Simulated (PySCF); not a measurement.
# WO2I2: structure of the singlet

Where does singlet WO2I2 go from a tetrahedral start, is the end point a minimum, and what are its modes, charges and moments?

The runs use PySCF 2.14.0; PBE0, basis W def2-SVP with ECP60, O def2-SVP, I def2-SVP with ECP28, scalar-relativistic core potentials, no spin–orbit coupling, density fitting.

## Step 1: Where the work starts

5 atoms, charge 0, spin multiplicity 1.

Bond lengths: W1–O2 1.770 Å, W1–O3 1.770 Å, W1–I4 2.700 Å, W1–I5 2.700 Å. Angles: O2–W1–O3 109.5°, O2–W1–I4 109.5°, O2–W1–I5 109.5°, O3–W1–I4 109.5°, O3–W1–I5 109.5°, I4–W1–I5 109.5°.

Z-matrix (Å, degrees; charge 0 multiplicity 1):
```
W
O  1 1.7700
O  1 1.7700 2 109.48
I  1 2.7000 2 109.47 3 120.00
I  1 2.7000 2 109.47 3 -120.00
```

## Step 2: Relaxation: tetrahedral start, singlet

The steps below are one call of a driver around PySCF. For each, scf.py gives the equivalent set-up of the SCF; relaxations use the driver's own optimiser. Before each start the driver seeks the lowest SCF state from one or more starting densities and follows internal instabilities, so scf.py alone need not reach the same state.

The program finds C2v symmetry in the start, which this walk keeps.

scf.py reads:

```python
from pyscf import gto, scf, dft
mol = gto.M(atom='''
W      0.000000     0.000000    -0.772592
O      0.000000     1.445300    -1.794392
O     -0.000000    -1.445300    -1.794392
I      2.204700    -0.000000     0.786108
I     -2.204700     0.000000     0.786108''',
    basis={'W': 'def2-SVP', 'O': 'def2-SVP', 'I': 'def2-SVP'},
    ecp={'W': 'def2-SVP', 'I': 'def2-SVP'},
    charge=0, spin=0)
mf = dft.RKS(mol, xc='PBE0')
mf.grids.atom_grid = (50, 194)
aux = {'W': 'def2-universal-JKFIT', 'O': 'def2-universal-JKFIT', 'I': 'def2-universal-JKFIT'}
mf = mf.density_fit(auxbasis=aux)
mf.kernel()
```

After this run come: Vibrations and properties at this point.

**Question.** What will these runs give? Wanted: minimum; geometry; wavenumbers; dipole moment; highest occupied, lowest empty level; polar-tensor charge of W1; zero-point energy; atomisation energy.

As calculated:

| quantity | value |
| --- | --- |
| minimum | singlet, C2v |
| geometry | W–I 2.619 Å (×2), W–O 1.693 Å (×2); I–W–I 114.7°, I–W–O 108.8° (×4), O–W–O 106.6° |
| wavenumbers (cm⁻¹) | 56 (a1), 128 (b2), 181 (b1), 192 (a2), 197 (a1), 270 (b1), 364 (a1), 1018 (b2), 1058 (a1) |
| dipole moment | 2.34 D |
| highest occupied, lowest empty level | -8.43, -3.59 eV |
| polar-tensor charge of W1 | +1.86 e |
| zero-point energy | 20.7 kJ/mol |
| entropy at 298.15 K | 384.9 J/(mol K) |
| atomisation energy (no zero-point energy) | 1982 kJ/mol |

The tetrahedral start keeps its C2v symmetry and ends in a minimum. In the infrared the band at 1018 cm⁻¹ (b2, stretch) leads. Only this shape and spin were tried, so other structures or states may lie lower. Modes under about 90 cm⁻¹ are uncertain by tens of cm⁻¹. With an element this heavy the missing spin–orbit coupling can shift these numbers.
